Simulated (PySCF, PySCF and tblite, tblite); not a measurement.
# CF4NSi−: a path driven as pseudorotation, and NMR exchange, part 2 of 2

PySCF and tblite. Atoms count from 0. The steps go on from the part before.

## 12. Second level: CAM-B3LYP/pcSseg-1 + D3(BJ)

Job settings and geometry (Å):

```
{"job": {"smiles": "N#C[Si-](F)(F)(F)F", "charge": -1, "mult": 1, "motion": "berry", "what": "Berry pseudorotation", "centre": 2, "atoms": {"centre": 2, "axial": [5, 6], "pivot": 1}, "study": "path", "level": {"kind": "nmr", "xc": "CAM-B3LYP", "basis": "pcSseg-1", "wide": true}, "fields": [250, 500, 800], "first": 0, "seed": 494, "refine": {"xc": "B3LYP", "basis": "def2-SVP"}, "drives": [{"terms": [["a", [1, 2, 5], 0.5], ["a", [1, 2, 6], 0.5], ["a", [1, 2, 3], -0.5], ["a", [1, 2, 4], -0.5]], "to": 30, "n": 8}], "kind": "pathvar"}, "charge": -1, "multiplicity": 1}
N      2.432393    -0.795677    -0.053649
C      1.342842    -0.438761    -0.031363
Si    -0.448157     0.147675     0.005320
F     -1.607461    -0.997631    -0.004433
F     -0.705429     1.756504     0.044088
F     -0.483180     0.129633     1.678805
F     -0.527675     0.203161    -1.665844
```

The log of the run:

```text
stationary points (kcal/mol above the start)
  n  kind          group   xTB      DFT    lowest mode
  0  minimum      C2v      0.00     0.00      68.6
  1  saddle       C4v      0.50     4.42     -47.9
  2  minimum      C2v      0.00     0.00      68.6

GFN2-xTB energies: T/K, barrier G, reaction G (kcal/mol), k forward, k back (1/s)
 150.00     0.73     0.00   2.72e+11   2.72e+11
 200.00     0.85     0.00   4.95e+11   4.95e+11
 250.00     0.98     0.00   7.28e+11   7.28e+11
 298.15     1.11     0.00    9.5e+11    9.5e+11
 350.00     1.27     0.00   1.18e+12   1.18e+12
 400.00     1.42    -0.00   1.39e+12   1.39e+12
 500.00     1.75    -0.00   1.79e+12   1.79e+12

B3LYP-D3(BJ)/def2-SVP energies: T/K, barrier G, reaction G (kcal/mol), k forward, k back (1/s)
 150.00     5.00     0.00   1.63e+05   1.63e+05
 200.00     5.12     0.00   1.07e+07   1.07e+07
 250.00     5.25     0.00   1.35e+08   1.35e+08
 298.15     5.38    -0.00   7.04e+08   7.04e+08
 350.00     5.54    -0.00   2.54e+09   2.54e+09
 400.00     5.69    -0.00   6.47e+09   6.47e+09
 500.00     6.02    -0.00   2.44e+10   2.44e+10

PBE0/pcSseg-1 + D3(BJ) energies: T/K, barrier G, reaction G (kcal/mol), k forward, k back (1/s)
 150.00     4.73     0.00   3.98e+05   3.98e+05
 200.00     4.85     0.00   2.08e+07   2.08e+07
 250.00     4.98     0.00    2.3e+08    2.3e+08
 298.15     5.12    -0.00    1.1e+09    1.1e+09
 350.00     5.27    -0.00   3.73e+09   3.73e+09
 400.00     5.43    -0.00   9.04e+09   9.04e+09
 500.00     5.75    -0.00   3.19e+10   3.19e+10

CAM-B3LYP/pcSseg-1 + D3(BJ) energies: T/K, barrier G, reaction G (kcal/mol), k forward, k back (1/s)
 150.00     4.65     0.00   5.21e+05   5.21e+05
 200.00     4.77     0.00   2.55e+07   2.55e+07
 250.00     4.90     0.00    2.7e+08    2.7e+08
 298.15     5.04    -0.00   1.26e+09   1.26e+09
 350.00     5.19    -0.00   4.19e+09   4.19e+09
 400.00     5.35    -0.00      1e+10      1e+10
 500.00     5.67    -0.00   3.46e+10   3.46e+10
```

Run time: 78 s. Hardware: 1 thread of Intel Xeon Platinum 8488C, shared host; peak memory 0.67 GiB. This counts the runs that the step sums up.

Barriers by level (kcal/mol; entropies in cal/(mol K)). Zero-point and thermal terms come from xTB in every row. ΔG‡ leaves symmetry out; the rate counts one path; effective ΔG‡, where given, is the barrier that would give that rate by Eyring's equation alone:

```csv
level,ΔE‡,with zero-point,ΔH‡,ΔS‡,ΔG‡ (298 K),ΔE of reaction,k at 298 K (1/s),effective ΔG‡
GFN2-xTB,0.50,0.50,-0.08,-4.0,1.11,0.00,9.5e+11,1.11
B3LYP-D3(BJ)/def2-SVP,4.77,4.77,4.19,-4.0,5.38,0.00,7e+08,5.38
PBE0/pcSseg-1 + D3(BJ),4.51,4.51,3.93,-4.0,5.12,0.00,1.1e+09,5.12
CAM-B3LYP/pcSseg-1 + D3(BJ),4.42,4.43,3.85,-4.0,5.04,0.00,1.3e+09,5.04
```

## 13. Shieldings, start: PBE0/pcSseg-1 in methanol

Job settings and geometry (Å):

```
{"job": {"kind": "nmr", "xc": "PBE0", "basis": "pcSseg-1", "solvent": "methanol", "pop": false}, "charge": -1, "multiplicity": 1}
N      2.459697    -0.805500    -0.053513
C      1.355303    -0.442943    -0.031720
Si    -0.461223     0.152037     0.005454
F     -1.721789    -0.911428    -0.000640
F     -0.850046     1.754005     0.045406
F     -0.366525     0.091961     1.679681
F     -0.412084     0.166773    -1.671746
```

The log of the run:

```text
coarse grid: 8120 points
cycle   1  E = -781.2254784078  dE =  4.236e-01  |g| = 1.067e+00  |ddm| = 2.591e+00
cycle   2  E = -781.0172993384  dE =  2.082e-01  |g| = 1.593e+00  |ddm| = 1.440e+00
cycle   3  E = -781.3939895179  dE = -3.767e-01  |g| = 2.100e-01  |ddm| = 8.711e-01
cycle   4  E = -781.4028315288  dE = -8.842e-03  |g| = 5.577e-02  |ddm| = 1.354e-01
cycle   5  E = -781.4034488585  dE = -6.173e-04  |g| = 1.312e-02  |ddm| = 3.529e-02
cycle   6  E = -781.4034854812  dE = -3.662e-05  |g| = 2.879e-03  |ddm| = 1.069e-02
cycle   7  E = -781.4034865572  dE = -1.076e-06  |g| = 1.096e-03  |ddm| = 2.041e-03
final grid: 80544 points
cycle   8  E = -781.4641256891  dE = -1.887e-05  |g| = 3.178e-03  |ddm| = 1.122e-02
cycle   9  E = -781.4641238712  dE =  1.818e-06  |g| = 4.507e-03  |ddm| = 4.479e-03
cycle  10  E = -781.4641272603  dE = -3.389e-06  |g| = 1.008e-03  |ddm| = 2.676e-03
cycle  11  E = -781.4641274638  dE = -2.035e-07  |g| = 3.297e-04  |ddm| = 6.807e-04
cycle  12  E = -781.4641274827  dE = -1.895e-08  |g| = 6.819e-05  |ddm| = 1.858e-04
cycle  13  E = -781.4641274836  dE = -8.272e-10  |g| = 1.243e-05  |ddm| = 5.009e-05
converged SCF energy = -781.4641274836

GIAO shielding tensors (ppm)
atom      isotropic    diamagn.    paramagn.     s11        s22        s33       span
  0 N      -53.508     340.513    -394.021   -272.322   -185.524    297.322    569.643
  1 C       50.556     262.287    -211.731    -75.798    -62.322    289.788    365.586
  2 Si     484.322     870.820    -386.498    444.167    472.079    536.721     92.554
  3 F      314.148     471.569    -157.421    274.079    274.739    393.628    119.549
  4 F      314.057     471.564    -157.507    273.973    274.734    393.464    119.491
  5 F      279.544     474.438    -194.894    215.353    248.797    374.482    159.129
  6 F      279.677     474.413    -194.736    215.537    248.949    374.545    159.009
```

Run time: 7.4 s. Hardware: 1 thread of Intel Xeon Platinum 8488C, shared host; peak memory 0.64 GiB.

Key values: HOMO -9.47 eV, LUMO -0.10 eV.

## 14. Single-point energy, saddle of leg 1: PBE0/pcSseg-1 in methanol

Job settings and geometry (Å):

```
{"job": {"kind": "sp", "xc": "PBE0", "basis": "pcSseg-1", "solvent": "methanol", "pop": false}, "charge": -1, "multiplicity": 1}
N      2.408939    -0.788772    -0.050437
C      1.305493    -0.427529    -0.026659
Si    -0.491144     0.160804     0.010285
F     -1.311216    -1.293976    -0.010821
F     -0.290438     1.818434     0.044375
F     -0.789872     0.230049     1.650935
F     -0.831763     0.300991    -1.617678
```

The log of the run:

```text
coarse grid: 8120 points
cycle   1  E = -781.2167207432  dE =  4.287e-01  |g| = 1.078e+00  |ddm| = 2.585e+00
cycle   2  E = -781.0049466965  dE =  2.118e-01  |g| = 1.611e+00  |ddm| = 1.474e+00
cycle   3  E = -781.3896357891  dE = -3.847e-01  |g| = 2.098e-01  |ddm| = 8.819e-01
cycle   4  E = -781.3984204377  dE = -8.785e-03  |g| = 5.603e-02  |ddm| = 1.352e-01
cycle   5  E = -781.3990515212  dE = -6.311e-04  |g| = 1.123e-02  |ddm| = 3.390e-02
cycle   6  E = -781.3990804702  dE = -2.895e-05  |g| = 9.190e-04  |ddm| = 9.593e-03
cycle   7  E = -781.3990806801  dE = -2.099e-07  |g| = 2.403e-04  |ddm| = 1.268e-03
final grid: 80544 points
cycle   8  E = -781.4575719042  dE = -1.847e-05  |g| = 2.710e-03  |ddm| = 1.110e-02
cycle   9  E = -781.4575708530  dE =  1.051e-06  |g| = 3.511e-03  |ddm| = 4.090e-03
cycle  10  E = -781.4575730732  dE = -2.220e-06  |g| = 1.219e-03  |ddm| = 2.400e-03
cycle  11  E = -781.4575733978  dE = -3.246e-07  |g| = 1.297e-04  |ddm| = 7.087e-04
cycle  12  E = -781.4575734004  dE = -2.537e-09  |g| = 5.642e-05  |ddm| = 9.660e-05
cycle  13  E = -781.4575734008  dE = -4.293e-10  |g| = 1.608e-05  |ddm| = 3.765e-05
converged SCF energy = -781.4575734008
```

It took 3.5 s on 1 thread of Intel Xeon Platinum 8488C, shared host; peak memory 0.58 GiB.

In short: HOMO -9.63 eV, LUMO 0.43 eV.

## 15. Second level: PBE0/pcSseg-1 + D3(BJ), IEF-PCM methanol

Job settings and geometry (Å):

```
{"job": {"smiles": "N#C[Si-](F)(F)(F)F", "charge": -1, "mult": 1, "motion": "berry", "what": "Berry pseudorotation", "centre": 2, "atoms": {"centre": 2, "axial": [5, 6], "pivot": 1}, "study": "path", "level": {"kind": "nmr", "xc": "PBE0", "basis": "pcSseg-1", "wide": true, "solvent": "methanol"}, "fields": [250, 500, 800], "first": 0, "seed": 494, "refine": {"xc": "B3LYP", "basis": "def2-SVP"}, "drives": [{"terms": [["a", [1, 2, 5], 0.5], ["a", [1, 2, 6], 0.5], ["a", [1, 2, 3], -0.5], ["a", [1, 2, 4], -0.5]], "to": 30, "n": 8}], "kind": "pathvar"}, "charge": -1, "multiplicity": 1}
N      2.432393    -0.795677    -0.053649
C      1.342842    -0.438761    -0.031363
Si    -0.448157     0.147675     0.005320
F     -1.607461    -0.997631    -0.004433
F     -0.705429     1.756504     0.044088
F     -0.483180     0.129633     1.678805
F     -0.527675     0.203161    -1.665844
```

The log of the run:

```text
stationary points (kcal/mol above the start)
  n  kind          group   xTB      DFT    lowest mode
  0  minimum      C2v      0.00     0.00      68.6
  1  saddle       C4v      0.50     4.10     -47.9
  2  minimum      C2v      0.00     0.00      68.6

GFN2-xTB energies: T/K, barrier G, reaction G (kcal/mol), k forward, k back (1/s)
 150.00     0.73     0.00   2.72e+11   2.72e+11
 200.00     0.85     0.00   4.95e+11   4.95e+11
 250.00     0.98     0.00   7.28e+11   7.28e+11
 298.15     1.11     0.00    9.5e+11    9.5e+11
 350.00     1.27     0.00   1.18e+12   1.18e+12
 400.00     1.42    -0.00   1.39e+12   1.39e+12
 500.00     1.75    -0.00   1.79e+12   1.79e+12

B3LYP-D3(BJ)/def2-SVP energies: T/K, barrier G, reaction G (kcal/mol), k forward, k back (1/s)
 150.00     5.00     0.00   1.63e+05   1.63e+05
 200.00     5.12     0.00   1.07e+07   1.07e+07
 250.00     5.25     0.00   1.35e+08   1.35e+08
 298.15     5.38    -0.00   7.04e+08   7.04e+08
 350.00     5.54    -0.00   2.54e+09   2.54e+09
 400.00     5.69    -0.00   6.47e+09   6.47e+09
 500.00     6.02    -0.00   2.44e+10   2.44e+10

PBE0/pcSseg-1 + D3(BJ) energies: T/K, barrier G, reaction G (kcal/mol), k forward, k back (1/s)
 150.00     4.73     0.00   3.98e+05   3.98e+05
 200.00     4.85     0.00   2.08e+07   2.08e+07
 250.00     4.98     0.00    2.3e+08    2.3e+08
 298.15     5.12    -0.00    1.1e+09    1.1e+09
 350.00     5.27    -0.00   3.73e+09   3.73e+09
 400.00     5.43    -0.00   9.04e+09   9.04e+09
 500.00     5.75    -0.00   3.19e+10   3.19e+10

PBE0/pcSseg-1 + D3(BJ), IEF-PCM methanol energies: T/K, barrier G, reaction G (kcal/mol), k forward, k back (1/s)
 150.00     4.33     0.00   1.54e+06   1.54e+06
 200.00     4.45     0.00   5.75e+07   5.75e+07
 250.00     4.58     0.00   5.18e+08   5.18e+08
 298.15     4.71    -0.00   2.18e+09   2.18e+09
 350.00     4.87    -0.00   6.66e+09   6.66e+09
 400.00     5.02    -0.00    1.5e+10    1.5e+10
 500.00     5.35    -0.00   4.79e+10   4.79e+10
```

Run time: 89 s. Hardware: 1 thread of Intel Xeon Platinum 8488C, shared host; peak memory 0.67 GiB. This counts the runs that the step sums up.

Barriers by level (kcal/mol; entropies in cal/(mol K)). Zero-point and thermal terms come from xTB in every row. ΔG‡ leaves symmetry out; the rate counts one path; effective ΔG‡, where given, is the barrier that would give that rate by Eyring's equation alone:

```csv
level,ΔE‡,with zero-point,ΔH‡,ΔS‡,ΔG‡ (298 K),ΔE of reaction,k at 298 K (1/s),effective ΔG‡
GFN2-xTB,0.50,0.50,-0.08,-4.0,1.11,0.00,9.5e+11,1.11
B3LYP-D3(BJ)/def2-SVP,4.77,4.77,4.19,-4.0,5.38,0.00,7e+08,5.38
PBE0/pcSseg-1 + D3(BJ),4.51,4.51,3.93,-4.0,5.12,0.00,1.1e+09,5.12
"PBE0/pcSseg-1 + D3(BJ), IEF-PCM methanol",4.10,4.10,3.52,-4.0,4.71,0.00,2.2e+09,4.71
```

## 16. Summary of results

This closing draws on all 2 parts.

```
                        quantity                              value
barrier (PBE0/pcSseg-1 + D3(BJ))   ΔE‡ 4.5, ΔG‡(298 K) 5.1 kcal/mol
              barrier (GFN2-xTB)                   ΔE‡ 0.5 kcal/mol
                   rate at 298 K                        1.1e+09 s⁻¹
                 end of the path  the start, renumbered or mirrored
      coalescence of $^{19}$F F3                   134 K at 800 MHz
```

What this shows: The barrier is 4.5 kcal/mol at the DFT level (xTB: 0.5); with thermal terms and the count of paths the DFT value gives a rate of 1.1e+09 s⁻¹ at 298 K. An error of 1.4 kcal/mol changes that rate tenfold. The $^{19}$F lines of F3 and its partners, 27603 Hz apart at 800 MHz, merge at 134 K, so by this path alone the exchange at 298 K is fast for them; other paths were not followed. PBE0/pcSseg-1 + D3(BJ), IEF-PCM methanol moves the barrier from 4.5 to 4.1 kcal/mol.
